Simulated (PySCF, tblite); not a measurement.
# C₄H₁₁F₂NSi: geometry, infrared bands and NMR shifts

Aim: predict the infrared bands and NMR shifts of C₄H₁₁F₂NSi (`CN[SiH2][C@@H](F)[C@@H](C)F`).

The runs use tblite 0.8.0 and PySCF 2.14.0, with density-fitted response routines of our own; the level of theory stands in each step. All values are computed, except where a source is named. Atoms count from 0, in the outputs and in this text.

## (1) The molecule as given

19 atoms, charge 0, multiplicity 1; geometry from: force field or distance geometry start.

Bonds of the start (Å): C0–N1 1.45, N1–Si2 1.76, Si2–C3 1.86, C3–F4 1.39, C3–C5 1.51, C5–C6 1.50, C5–F7 1.39, C0–H8 1.12, C0–H9 1.10, C0–H10 1.11, N1–H11 1.03, Si2–H12 1.46, Si2–H13 1.47, C3–H14 1.11, C5–H15 1.13, C6–H16 1.12, C6–H17 1.10, C6–H18 1.10.

## (2) Optimising the geometry with GFN2-xTB

Job settings and geometry (Å):

```
{"job": {"kind": "relax", "xc": "GFN2-xTB", "basis": "xTB"}, "charge": 0, "multiplicity": 1}
C      3.191800     0.310800    -0.802200
N      2.093400     0.469600     0.125400
Si     0.617000    -0.378000    -0.322400
C     -0.664900    -0.165500     1.009300
F     -0.654000     1.151500     1.450000
C     -2.063200    -0.554800     0.596200
C     -2.565600     0.267100    -0.557200
F     -2.117900    -1.911200     0.285700
H      2.795300     0.240000    -1.843000
H      3.828900    -0.549600    -0.572000
H      3.817100     1.218100    -0.687700
H      1.902500     1.436900     0.407900
H      0.155400     0.112000    -1.613300
H      0.937800    -1.807300    -0.452500
H     -0.371900    -0.756200     1.896900
H     -2.741200    -0.403800     1.491000
H     -3.593600    -0.119500    -0.779700
H     -1.879800     0.147300    -1.411500
H     -2.697000     1.301800    -0.213100
```

Command:

```bash
$ OMP_NUM_THREADS=1 python probes_run.py task.json out
```

This one command runs all jobs of the session in turn.

**Question.** This job is followed by: GFN2-xTB harmonic vibrations, gas phase; GIAO PBE0/pcSseg-1 NMR shielding, non-relativistic, gas phase. Predict these results of the whole session: strongest single infrared mode (GFN2-xTB); zero-point energy (GFN2-xTB); ¹³C shifts against TMS (PBE0/pcSseg-1); ¹H shifts against TMS (PBE0/pcSseg-1, means over atoms taken as alike); ¹⁵N shifts against NH3 (PBE0/pcSseg-1); ²⁹Si shifts against TMS (PBE0/pcSseg-1); ¹⁹F shifts against CFCl3 (PBE0/pcSseg-1); surface potential, 1st and 99th percentile.

The runs gave:

| quantity | value |
| --- | --- |
| strongest single infrared mode (GFN2-xTB) | 2206 cm⁻¹, 394 km/mol |
| zero-point energy (GFN2-xTB) | 91.7 kcal/mol |
| ¹³C shifts against TMS (PBE0/pcSseg-1) | 92.8, 89.4, 32.3, 19.3 ppm |
| ¹H shifts against TMS (PBE0/pcSseg-1, means over atoms taken as alike) | 5.37, 5.15, 5.02, 4.76, 2.86, 1.52, -0.05 ppm |
| ¹⁵N shifts against NH3 (PBE0/pcSseg-1) | 4.4 ppm |
| ²⁹Si shifts against TMS (PBE0/pcSseg-1) | -43.2 ppm |
| ¹⁹F shifts against CFCl3 (PBE0/pcSseg-1) | -223.6, -265.2 ppm |
| surface potential, 1st and 99th percentile | -1.06 V and 1.34 V |

Relaxing lowered the energy by 0.430 eV in 84 steps; the close pair that moved most is Si2–C3, from 1.861 to 1.922 Å. The lowest mode is imaginary (38i cm⁻¹), so the xTB geometry is not a minimum. The strongest single mode, at 2206 cm⁻¹, moves mainly H13. Unscaled tight-binding wavenumbers are off by several per cent, some by more. Its intensities can rank the bands wrongly. The most deshielded hydrogen is H15 (hydrogen on an sp3 CH bonded to F), at 5.37 ppm: its carbon carries F, which withdraws density.
